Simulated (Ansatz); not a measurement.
# Sn3GeSe4: from a guess to a relaxed structure

Where does this trial cell of Sn3GeSe4 go when cell and atoms are let free?

Method: DFT PBE, scalar-relativistic, plane waves, PAW, in Ansatz 0.2.0.

## Step 1: The starting structure

It takes space group Pm-3m (No. 221, cubic). The conventional cell has a = 6.005 Å, b = 6.005 Å, c = 6.005 Å, α = 90.00°, β = 90.00°, γ = 90.00°. Sn (site symmetry 4/mmm) has 6 Se at 3.00 Å as nearest neighbours. Ge (site symmetry m-3m) has 6 Se at 3.00 Å as nearest neighbours. Se (site symmetry 4/mmm) has 4 Sn at 3.00 Å and 2 Ge at 3.00 Å as nearest neighbours. Around Se (site symmetry m-3m) lie 6 Sn at 3.00 Å.

Structure file:

```
Sn Ge Se
1.0
     6.00485    0.00000    0.00000
     0.00000    6.00485    0.00000
     0.00000    0.00000    6.00485
Sn Ge Se
3 1 4
Direct
  0.50000 0.00000 0.00000
  0.00000 0.00000 0.50000
  0.00000 0.50000 0.00000
  0.50000 0.50000 0.50000
  0.00000 0.50000 0.50000
  0.50000 0.50000 0.00000
  0.00000 0.00000 0.00000
  0.50000 0.00000 0.50000
```

The start is an ordering of an alloy on its end members' structure types: elements ordered on the sites of the SnSe type, Ge/Sn on Sn (Pm-3m, No. 221).

## Step 2: Probe: one point on a coarse mesh

Input file input.yaml:

```yaml
crystal:
  lattice:
    - [6.00485151, 0.0, 0.0]
    - [0.0, 6.00485151, 0.0]
    - [0.0, 0.0, 6.00485151]
  atoms:
    - { symbol: Sn, position: [0.5, 0.0, 0.0] }
    - { symbol: Sn, position: [0.0, 0.0, 0.5] }
    - { symbol: Sn, position: [0.0, 0.5, 0.0] }
    - { symbol: Ge, position: [0.5, 0.5, 0.5] }
    - { symbol: Se, position: [0.0, 0.5, 0.5] }
    - { symbol: Se, position: [0.5, 0.5, 0.0] }
    - { symbol: Se, position: [0.0, 0.0, 0.0] }
    - { symbol: Se, position: [0.5, 0.0, 0.5] }
basis:
  ecutwfc: 420
kpoints:
  mp_grid: { grid: [4, 4, 4] }
hamiltonian:
  xc: pbe
scf:
  occupations: { method: gaussian, width: 0.1 }
  lower_state_search: "off"
output:
  forces: true
  stress: true
  eigenvalues: true
```

Command:

```console
$ ansatz run input.yaml --threads 1 --pin off --max-ram 2560MiB --backend cpu --events-out ev --progress --plain --runs-dir out
```

The program printed, cut to the lines that bear on the results:

```text
Warning: RAYON_NUM_THREADS=1 ignored (pool sized by the plan → 1); use --threads N
[...]
Pseudopotentials: kind: paw
Pseudopotential: Sn, paw, valence charge 14, recommended cutoff 420 eV (normal), Sn.paw.azcp
Pseudopotential: Ge, paw, valence charge 14, recommended cutoff 420 eV (normal), Ge.paw.azcp
Pseudopotential: Se, paw, valence charge 16, recommended cutoff 420 eV (normal), Se.paw.azcp
Functional definition: PBE
[...]
Crystal: 8 atoms, lattice volume = 216.524 Å³
Basis set: ecut = 420 eV, 4169 PW (Γ), exchange–correlation on 90×90×90 points (8 copies of the dense FFT grid, shifted against one another)
Bands: 72, of which v1, the nominal top of the filled ones, is band 60 counted from 1 (59 counted from 0)
Symmetry: 48 space group operations
Space group: Pm-3m (ITA 221), of the structure as read, at distance tolerance 6.0e-5 Å
k-points: 10 of 64
[...]
SCF iter   1: F=—  HF=-44246.741255 eV  |F-HF|=—  |Δ(HF+E_count)|=         —  Δρ=8.18e-4  dr2=4.56e-3  ethr=1.77e-3  ⟨swp⟩=7.0  Hψ=2675  notcnv=0
[...]
SCF iter   7: F=-44246.738459 eV  HF=-44246.738459 eV  |F-HF|=1.16e-8  |Δ(HF+E_count)|=   2.30e-8  Δρ=3.06e-6  dr2=2.09e-8  ethr=8.33e-11  ⟨swp⟩=8.9  Hψ=3372  notcnv=0
[...]
SCF converged after 7 iterations
Free energy (F): -44246.738459 eV
[...]
E sigma→0 (E₀):  -44246.737294 eV
Entropy (-TS):   -0.002330 eV (-0.291 meV/atom)
Fermi energy:    8.659791 eV
[...]
--- Forces (eV/Å), atoms counted from 1 ---
  atom   1  Sn     0.00000000    -0.00000000     0.00000000
  atom   2  Sn     0.00000000     0.00000000    -0.00000000
  atom   3  Sn     0.00000000    -0.00000000     0.00000000
  atom   4  Ge     0.00000000    -0.00000000     0.00000000
  atom   5  Se     0.00000000    -0.00000000    -0.00000000
  atom   6  Se     0.00000000     0.00000000    -0.00000000
  atom   7  Se    -0.00000000    -0.00000000    -0.00000000
  atom   8  Se     0.00000000    -0.00000000     0.00000000
[...]
--- Stress (GPa, compression-positive) ---
       -0.993554       0.000000       0.000000
        0.000000      -0.993554       0.000000
        0.000000      -0.000000      -0.993554
  P = ⅓ Tr σ = -0.9936 GPa (-9.936 kbar)
--- Band table (eV; the first three rows and the last of 10) ---
[...]
```

Wall time 9.3 s (1 thread of Arm Neoverse V2, shared host); peak memory 0.52 GiB.

Read-out: pressure -1.0 GPa, largest force 0.00 eV/Å, gap on this mesh 0.09 eV. The relaxation goes to the converged mesh at once.

## Step 3: Full relaxation

Changes to input.yaml since step 2:

```diff
@@ -17,3 +17,3 @@
 kpoints:
-  mp_grid: { grid: [4, 4, 4] }
+  mp_grid: { grid: [6, 6, 6] }
 hamiltonian:
@@ -21,4 +21,3 @@
 scf:
-  occupations: { method: gaussian, width: 0.1 }
-  lower_state_search: "off"
+  occupations: { method: gaussian, width: 0.01 }
 output:
@@ -27 +26,6 @@
   eigenvalues: true
+relax:
+  adjacent_minimum: "off"
+  f_tol: 0.01
+  max_steps: 80
+  cell: { stress_tol: 0.05 }
```

Command:

```console
$ ansatz run input.yaml --threads 1 --pin off --max-ram 2560MiB --backend cpu --events-out ev --progress --plain --runs-dir out
```

The program printed, cut to the lines that bear on the results:

```text
Warning: RAYON_NUM_THREADS=1 ignored (pool sized by the plan → 1); use --threads N
[...]
[... 5 set-up lines as earlier in the session ...]
[...]
Crystal: 8 atoms, lattice volume = 216.524 Å³
Basis set: ecut = 420 eV, 4169 PW (Γ), exchange–correlation on 90×90×90 points (8 copies of the dense FFT grid, shifted against one another)
Bands: 72, of which v1, the nominal top of the filled ones, is band 60 counted from 1 (59 counted from 0)
[... 2 set-up lines as earlier in the session ...]
k-points: 20 of 216
[...]
--- Relaxed structure (3 steps of the walk, 3 accepted, 1 SCFs on fresh bases) ---
  F+E_penalty+E_count = -44246.76997181 eV   max|allowed force component| = 3.522e-29 eV/Å   (the final SCF, on the basis selected at the relaxed cell)
  cell:  # Å, volume = 212.9485 Å³
    - [5.971611160050622, -3.5308715647099327e-34, 3.8518598887744713e-34]
    - [-3.5308715647099327e-34, 5.971611160050622, 0.0]
    - [3.8518598887744713e-34, -6.419766481290786e-35, 5.971611160050622]
  atoms:
    - { symbol: Sn, position: [0.5, -6.147305592142833e-35, -3.7418381865190197e-35] }
    - { symbol: Sn, position: [-4.356568745745666e-34, 2.405467405644234e-35, 0.5] }
    - { symbol: Sn, position: [-1.576917521470921e-34, 0.5, -8.018224685408179e-35] }
    - { symbol: Ge, position: [0.5, 0.5, 0.5] }
    - { symbol: Se, position: [2.05801100258535e-34, 0.5, 0.5] }
    - { symbol: Se, position: [0.5, 0.5, 2.6727415617904107e-35] }
    - { symbol: Se, position: [-9.354595466325884e-35, 6.681853904510058e-35, -1.6036449370929145e-35] }
    - { symbol: Se, position: [0.5, 2.4054674056345105e-35, 0.5] }
```

Wall time 87 s (1 thread of Arm Neoverse V2, shared host); peak memory 0.62 GiB.

Relaxation path:

| step | energy from step 1 (eV/cell) | largest force component (eV/Å) | pressure (GPa) | volume (Å³) |
| --- | --- | --- | --- | --- |
| 1 | 0.0000 | 0.0000 | -0.80 | 216.52 |
| 2 | -0.0071 | 0.0000 | 0.47 | 210.92 |
| 3 | -0.0097 | 0.0000 | -0.01 | 212.95 |
| 4 | -0.0092 | 0.0000 | -0.01 | 212.95 |

Step 1 is the start. Step 4 repeats the geometry before it on a plane-wave basis chosen anew for that cell, so its energy need not be comparable with the rows above.

|  | before | after | change |
| --- | --- | --- | --- |
| a (Å) | 6.005 | 5.972 | -0.6 % |
| b (Å) | 6.005 | 5.972 | -0.6 % |
| c (Å) | 6.005 | 5.972 | -0.6 % |
| volume (Å³/atom) | 27.07 | 26.62 | -1.7 % |
| shortest distance (Å) | 3.002 | 2.986 | -0.6 % |
| space group (0.01 Å) | Pm-3m | Pm-3m | same |

Forces and stress were held to the start's 48 operations: a distortion of lower symmetry was not tested.

## Step 4: Relaxation repeated from the relaxed cell

Changes to input.yaml since step 3:

```diff
@@ -2,5 +2,5 @@
   lattice:
-    - [6.00485151, 0.0, 0.0]
-    - [0.0, 6.00485151, 0.0]
-    - [0.0, 0.0, 6.00485151]
+    - [5.9716111601, 0.0, 0.0]
+    - [0.0, 5.9716111601, 0.0]
+    - [0.0, 0.0, 5.9716111601]
   atoms:
@@ -21,3 +21,3 @@
 scf:
-  occupations: { method: gaussian, width: 0.01 }
+  occupations: { method: gaussian, width: 0.1 }
 output:
```

Command:

```console
$ ansatz run input.yaml --threads 1 --pin off --max-ram 2560MiB --backend cpu --events-out ev --progress --plain --runs-dir out
```

The program printed, cut to the lines that bear on the results:

```text
Warning: RAYON_NUM_THREADS=1 ignored (pool sized by the plan → 1); use --threads N
[...]
[... 5 set-up lines as earlier in the session ...]
[...]
Crystal: 8 atoms, lattice volume = 212.948 Å³
Basis set: ecut = 420 eV, 4139 PW (Γ), exchange–correlation on 80×80×80 points (8 copies of the dense FFT grid, shifted against one another)
Bands: 72, of which v1, the nominal top of the filled ones, is band 60 counted from 1 (59 counted from 0)
[... 2 set-up lines as earlier in the session ...]
k-points: 20 of 216
[...]
  atom   8  Se    -0.00000000     0.00000000     0.00000000
[...]
--- Stress (GPa, compression-positive) ---
       -0.015905       0.000000       0.000000
        0.000000      -0.015905       0.000000
        0.000000      -0.000000      -0.015905
  P = ⅓ Tr σ = -0.0159 GPa (-0.159 kbar)
--- Band table (eV; the first three rows and the last of 20) ---
[...]
--- Relaxed structure (1 steps of the walk, 1 accepted, 1 SCFs on fresh bases) ---
  F+E_penalty+E_count = -44246.77098960 eV   max|allowed force component| = 3.464e-29 eV/Å   (the final SCF, on the basis selected at the relaxed cell)
  cell:  # Å, volume = 212.9485 Å³
    - [5.9716111601, 0.0, 0.0]
    - [0.0, 5.9716111601, 0.0]
    - [0.0, 0.0, 5.9716111601]
  atoms:
    - { symbol: Sn, position: [0.5, 0.0, 0.0] }
    - { symbol: Sn, position: [0.0, 0.0, 0.5] }
    - { symbol: Sn, position: [0.0, 0.5, 0.0] }
    - { symbol: Ge, position: [0.5, 0.5, 0.5] }
    - { symbol: Se, position: [0.0, 0.5, 0.5] }
    - { symbol: Se, position: [0.5, 0.5, 0.0] }
    - { symbol: Se, position: [0.0, 0.0, 0.0] }
    - { symbol: Se, position: [0.5, 0.0, 0.5] }
```

It took 42 s on 1 thread of Arm Neoverse V2, shared host; peak memory 0.58 GiB.

Relaxation path:

```csv
step,energy from step 1 (eV/cell),largest force component (eV/Å),pressure (GPa),volume (Å³)
1,0.0000,0.0000,-0.02,212.95
2,0.0000,0.0000,-0.02,212.95
```

Step 1 is the start. Step 2 repeats the geometry before it on a plane-wave basis chosen anew for that cell, so its energy need not be comparable with the rows above.

|  | before | after | change |
| --- | --- | --- | --- |
| a (Å) | 5.972 | 5.972 | 0.0 % |
| b (Å) | 5.972 | 5.972 | 0.0 % |
| c (Å) | 5.972 | 5.972 | 0.0 % |
| volume (Å³/atom) | 26.62 | 26.62 | 0.0 % |
| shortest distance (Å) | 2.986 | 2.986 | 0.0 % |
| space group (0.01 Å) | Pm-3m | Pm-3m | same |

The run keeps the 48 symmetry operations of the start, so it could not have lowered the symmetry.

## Step 5: Results

| quantity | value |
| --- | --- |
| symmetry at the end (tolerance 0.05 Å) | space group Pm-3m (No. 221) |
| conventional cell | a = 5.972 Å, b = 5.972 Å, c = 5.972 Å, α = 90.00°, β = 90.00°, γ = 90.00° |
| volume | 26.62 Å³/atom |
| energy over the elements, grey Sn | -0.35 eV/atom |
| gap on the mesh | none (metal) |

**Reading.** The space group Pm-3m (No. 221) is kept, and the volume per atom shrinks by 1.7 % from the first guess. It lies below the elements, which doesn't yet make it stable: competing phases were not computed in this session. No finished test with a distortion of lower symmetry is shown, so the end may be a saddle point.

Spin-orbit coupling is left out, though the cell holds Sn; it can move the gap.
